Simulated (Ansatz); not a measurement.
**TiAl: a line through a two-coordinate scan**

Aim: follow the energy of TiAl (P4/mmm, No. 123; 2 atoms in the cell) along one coordinate, c/a of the conventional cell, with the other held at volume per atom = 14.28 Å³.

Method: DFT PBE, scalar-relativistic, plane waves, PAW, in Ansatz 0.2.0.

18 further runs of the same task are left out: 18 set aside as unsound or not needed.

### 1 The system as given

The structure is tetragonal, space group P4/mmm (No. 123). The conventional cell has a = 2.822 Å, b = 2.822 Å, c = 4.077 Å, α = 90.00°, β = 90.00°, γ = 90.00°. Around Ti (site symmetry 4/mmm) lie 4 Ti at 2.82 Å and 8 Al at 2.85 Å. Al (site symmetry 4/mmm) has 4 Al at 2.82 Å and 8 Ti at 2.85 Å as nearest neighbours.

As a file:

```
Ti Al
1.0
     2.82179    0.00000    0.00000
     0.00000    2.82179    0.00000
     0.00000    0.00000    4.07666
Ti Al
1 1
Cartesian
  0.0000 0.0000 0.0000
  1.4109 1.4109 2.0383
```

It is the result of an earlier relaxation at this level (volume 16.23 Å³/atom; gap on the mesh: none (metal)).

### 2 What is varied

The energy is mapped over volume and the cell's shape.

- volume per atom: 7 values from 14.28 to 18.18 Å³
- c/a of the conventional cell: 7 values from 1.281 to 1.630

Nothing else is relaxed (symmetry fixes all fractional coordinates). Energies count from the relaxed crystal. Points are written as (first, second).

### 3 The run at (14.28 Å³, 1.281)

File input.yaml:

```yaml
crystal:
  lattice:
    - [2.8150015919, 0.0, 0.0]
    - [0.0, 2.8150015919, 0.0]
    - [0.0, 0.0, 3.6048910386]
  atoms:
    - { symbol: Ti, position: [0.0, 0.0, 0.0] }
    - { symbol: Al, position: [0.5, 0.5, 0.5] }
basis:
  ecutwfc: 520.0
kpoints:
  mp_grid: { grid: [18, 18, 12] }
hamiltonian:
  xc: pbe
  pseudopotentials: { kind: paw, azcp: { folder: soft_1 } }
scf:
  occupations: { method: gaussian, width: 0.15 }
output:
  forces: true
  stress: true
  eigenvalues: true
```

On the command line:

```
$ ansatz run input.yaml --threads 1 --pin off --max-ram 2048MiB --backend cpu --events-out ev --progress --plain --runs-dir out
```

Further runs follow: the other points of the line.

Q: Predict the outcome of this session. Wanted: for each run, c/a of the conventional cell; energy; slope; pressure.

The runs gave:

```
c/a of the conventional cell  step  energy (meV/atom)  slope (meV/atom per unit)  pressure (GPa)
                       1.281     3                129                       −352           18.15
                       1.333     4                114                       −230           18.28
                       1.388     5                105                       −106           18.46
                       1.445     6                102                         11           18.63
                       1.504     –                107                        164           18.61
                       1.566     –                123                        327           18.55
                       1.630     7                149                        498           18.50
```

Energies count from the relaxed crystal. Rows without a step come from runs not printed here or follow by symmetry. Slopes come from the forces (and the stress, where the cell changes), not from differences of energies.

In words: Along the line the energy is lowest at 1.445, 102 meV/atom from the zero. Energies and slopes round the minimum, fitted together, put the minimum at 1.4398, with a curvature of about 2300 meV/atom per (unit)². The highest point computed, at 1.630, lies 47 meV/atom above the lowest. This is one cut through a surface in two coordinates; the map's lowest point lies off it.
